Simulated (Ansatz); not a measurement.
# YbBi (CsCl type): the equilibrium volume, part 2 of 2

At what volume is YbBi (CsCl type) free of pressure? This structure was made by substitution into a known type, so it needn't be the compound's stable form.

Ansatz 0.2.0; DFT PBE+U (U_eff = 6 eV on Yb 4f), scalar-relativistic, plane waves, PAW. Earlier steps stand in the parts before.

## (5) Next volume: 30.968 Å³/atom

File input.yaml:

```yaml
crystal:
  lattice:
    - [3.9565420242, 0.0, 0.0]
    - [0.0, 3.9565420242, 0.0]
    - [0.0, 0.0, 3.9565420242]
  atoms:
    - { symbol: Yb, position: [0.0, 0.0, 0.0], spin: 0.05 }
    - { symbol: Bi, position: [0.5, 0.5, 0.5] }
basis:
  ecutwfc: 420
  ecutrho_ratio: 4
kpoints:
  mp_grid: { grid: [8, 8, 8] }
hamiltonian:
  xc: pbe
  hubbard:
    sites:
      - { species: Yb, l: f, u_eff: 6.0, starting_ns: start.occupation_matrices }
    ns_hold: { iters: 6 }
scf:
  occupations: { method: gaussian, width: 0.05 }
  lower_state_search: "off"
output:
  forces: true
  stress: true
  eigenvalues: true
  populations: true
  hubbard: { sites: [{ species: Yb, l: f }] }
magnetization:
  spin_polarized: true
```

start.occupation_matrices holds the open shells' occupation matrices from the neighbouring geometry.

Command:

```sh
> ansatz run input.yaml --threads 2 --pin off --max-ram 2662MiB --backend cpu --events-out ev --progress --plain --runs-dir out
```

What it wrote, cut to the lines that bear on the results:

```text
Warning: RAYON_NUM_THREADS=2 ignored (pool sized by the plan → 2); use --threads N
Yb: projections on atomic orbitals take those of the free atom [Kr 4d10] 4f14 5s2 5p6 5d0 6s2, of charge +0.00 (hamiltonian.pseudopotentials.projection_atoms); the dataset's partial waves leave at most 1.5e-4 of an orbital's norm unspanned inside its sphere
Bi: projections on atomic orbitals take those of the free atom [Xe 4f14] 5d10 6s2 6p3, of charge +0.00 (hamiltonian.pseudopotentials.projection_atoms); the dataset's partial waves leave at most 4.7e-5 of an orbital's norm unspanned inside its sphere
hamiltonian.hubbard.sites[].starting_ns: atoms 0 take their starting occupation matrices from start.occupation_matrices, whose run converged (SHA-256 )
[...]
Pseudopotentials: kind: paw
Pseudopotential: Yb, paw, valence charge 24, recommended cutoff 420 eV (normal), Yb.paw.azcp
Pseudopotential: Bi, paw, valence charge 15, recommended cutoff 420 eV (normal), Bi.paw.azcp
Functional definition: PBE
[...]
Crystal: 2 atoms, lattice volume = 61.937 Å³
[...]
WARN: the starting moments were not kept: the SCF closed with an absolute magnetisation of 2.2e-6 μB, where they sum to 0.05 μB in size (1 site). That is at most 0.1 of that sum. Measured as dr2_m measures the in/out step, that magnetisation stands 3.0e-13 eV from none, at or under the [...]
  P = ⅓ Tr σ = 0.6166 GPa (6.166 kbar)
--- Band table (eV; the first three rows and the last of 70) ---
[... band rows left out ...]
[...]
Occupation matrices written to <dir>
--- Löwdin populations: 2 sites ---
  site symbol       q [e]    m [muB]
     0     Yb     23.9325     0.0000
     1     Bi     15.0170     0.0000
  spilling = 0.001295 (of n_electrons = 39.000000)
--- Occupation matrices: 1 shell (run DFT+U table (all-electron-ortho-atomic); ε = 2.52e-5) ---
  Yb0 f_4F: site group Oh (m-3m)
  Yb0 f_4F up     Tr n = 6.9803  λ = 0.993 0.997 0.997 0.997 0.999 0.999 0.999  [xyz 1.00 (A2u 1.00) A2u(1.00) | 3× z3 0.33 (T1u 1.00) T1u(1.00) | 3× z(x2-y2) 0.33 (T2u 1.00) T2u(1.00)]
  Yb0 f_4F dn     Tr n = 6.9803  λ = 0.993 0.997 0.997 0.997 0.999 0.999 0.999  [xyz 1.00 (A2u 1.00) A2u(1.00) | 3× z3 0.33 (T1u 1.00) T1u(1.00) | 3× z(x2-y2) 0.33 (T2u 1.00) T2u(1.00)]
  specified occupation → Yb0 f_4F up: matrix, ‖Δ‖_F = 0.0034, Tr Δ = -0.0072, displaced = 0.0036, d_λ = 0.0034; orbital distance = 0.0000
  specified occupation → Yb0 f_4F dn: matrix, ‖Δ‖_F = 0.0034, Tr Δ = -0.0072, displaced = 0.0036, d_λ = 0.0034; orbital distance = 0.0000
  Tr n, λ and their labels are of the run-group-symmetrised matrices; stabiliser: 96 of 96 elements of G0×{1,Θ} (closed), max defect 4.1e-8 at τ = 5.4e-6
```

Wall time 7 s (2 threads of Arm Neoverse V1, shared host); peak memory 0.44 GiB.

Read off: volume 30.968 Å³/atom, pressure 0.62 GPa, a metal on this mesh, no moment left.

## (6) Volume 31.481 Å³/atom

input.yaml, as its differences from that of step 5:

```diff
@@ -2,5 +2,5 @@
   lattice:
-    - [3.9565420242, 0.0, 0.0]
-    - [0.0, 3.9565420242, 0.0]
-    - [0.0, 0.0, 3.9565420242]
+    - [3.9782629517, 0.0, 0.0]
+    - [0.0, 3.9782629517, 0.0]
+    - [0.0, 0.0, 3.9782629517]
   atoms:
```

The open shells start from the occupation matrices of the run at the neighbouring geometry (file start.occupation_matrices).

Command:

```sh
> ansatz run input.yaml --threads 2 --pin off --max-ram 2662MiB --backend cpu --events-out ev --progress --plain --runs-dir out
```

What it wrote, cut to the lines that bear on the results:

```text
Warning: RAYON_NUM_THREADS=2 ignored (pool sized by the plan → 2); use --threads N
Yb: projections on atomic orbitals take those of the free atom [Kr 4d10] 4f14 5s2 5p6 5d0 6s2, of charge +0.00 (hamiltonian.pseudopotentials.projection_atoms); the dataset's partial waves leave at most 1.5e-4 of an orbital's norm unspanned inside its sphere
Bi: projections on atomic orbitals take those of the free atom [Xe 4f14] 5d10 6s2 6p3, of charge +0.00 (hamiltonian.pseudopotentials.projection_atoms); the dataset's partial waves leave at most 4.7e-5 of an orbital's norm unspanned inside its sphere
hamiltonian.hubbard.sites[].starting_ns: atoms 0 take their starting occupation matrices from start.occupation_matrices, whose run converged (SHA-256 )
[...]
Pseudopotentials: kind: paw
Pseudopotential: Yb, paw, valence charge 24, recommended cutoff 420 eV (normal), Yb.paw.azcp
Pseudopotential: Bi, paw, valence charge 15, recommended cutoff 420 eV (normal), Bi.paw.azcp
Functional definition: PBE
[...]
Crystal: 2 atoms, lattice volume = 62.962 Å³
[...]
WARN: the starting moments were not kept: the SCF closed with an absolute magnetisation of 1.1e-6 μB, where they sum to 0.05 μB in size (1 site). That is at most 0.1 of that sum. Measured as dr2_m measures the in/out step, that magnetisation stands 7.6e-14 eV from none, at or under the [...]
--- Band table (eV; the first three rows and the last of 70) ---
[... band rows left out ...]
[...]
Occupation matrices written to <dir>
--- Löwdin populations: 2 sites ---
  site symbol       q [e]    m [muB]
     0     Yb     23.9178     0.0000
     1     Bi     15.0310    -0.0000
  spilling = 0.001312 (of n_electrons = 39.000000)
--- Occupation matrices: 1 shell (run DFT+U table (all-electron-ortho-atomic); ε = 4.24e-5) ---
  Yb0 f_4F: site group Oh (m-3m)
  Yb0 f_4F up     Tr n = 6.9812  λ = 0.993 0.997 0.997 0.997 0.999 0.999 0.999  [xyz 1.00 (A2u 1.00) A2u(1.00) | 3× z3 0.33 (T1u 1.00) T1u(1.00) | 3× z(x2-y2) 0.33 (T2u 1.00) T2u(1.00)]
  Yb0 f_4F dn     Tr n = 6.9812  λ = 0.993 0.997 0.997 0.997 0.999 0.999 0.999  [xyz 1.00 (A2u 1.00) A2u(1.00) | 3× z3 0.33 (T1u 1.00) T1u(1.00) | 3× z(x2-y2) 0.33 (T2u 1.00) T2u(1.00)]
  specified occupation → Yb0 f_4F up: matrix, ‖Δ‖_F = 0.0004, Tr Δ = -0.0009, displaced = 0.0004, d_λ = 0.0004; orbital distance = 0.0000
  specified occupation → Yb0 f_4F dn: matrix, ‖Δ‖_F = 0.0004, Tr Δ = -0.0009, displaced = 0.0004, d_λ = 0.0004; orbital distance = 0.0000
  Tr n, λ and their labels are of the run-group-symmetrised matrices; stabiliser: 96 of 96 elements of G0×{1,Θ} (closed), max defect 2.0e-8 at τ = 9.0e-6
```

Wall time 7.5 s (2 threads of Arm Neoverse V1, shared host); peak memory 0.44 GiB.

In short: volume 31.481 Å³/atom, pressure -0.03 GPa, a metal on this mesh, no moment left.

## (7) The way to zero pressure

```
step  level   mesh  relaxed  volume (Å³/atom)  pressure (GPa)
   2  PBE+U  4×4×4  nothing            25.573           12.18
   3  PBE+U  8×8×8  nothing            25.573           12.18
   4  PBE+U  8×8×8  nothing            27.650            6.37
   5  PBE+U  8×8×8  nothing            30.968            0.62
   6  PBE+U  8×8×8  nothing            31.481           -0.03
```

The cell before and after:

| cell as typed | before | after | change |
| --- | --- | --- | --- |
| a (Å) | 3.712 | 3.978 | +7.2 % |
| b (Å) | 3.712 | 3.978 | +7.2 % |
| c (Å) | 3.712 | 3.978 | +7.2 % |
| volume (Å³/atom) | 25.573 | 31.481 | +23.1 % |
| shortest distance (Å) | 3.215 | 3.445 | +7.2 % |
| space group | Pm-3m | Pm-3m | same |

## (8) What came out

The summary covers parts 1 to 2. Changes of volume or cell count from the first structure of part 1.

| quantity | value |
| --- | --- |
| volume | 31.481 Å³/atom |
| pressure | -0.03 GPa |
| conventional cell | a = 3.978 Å, b = 3.978 Å, c = 3.978 Å, α = 90.00°, β = 90.00°, γ = 90.00° |
| gap on the mesh | none (metal) |

**Reading.** Over the 5 runs shown the cell moved from 25.57 to 31.48 Å³/atom, a change of +23.1 %, where the pressure is zero within 0.03 GPa. Spin–orbit coupling is left out, though the cell holds Bi; in elements this heavy it can shift levels and gaps by tenths of an eV. A run loses the moments it was seeded with; other starts can end magnetic.
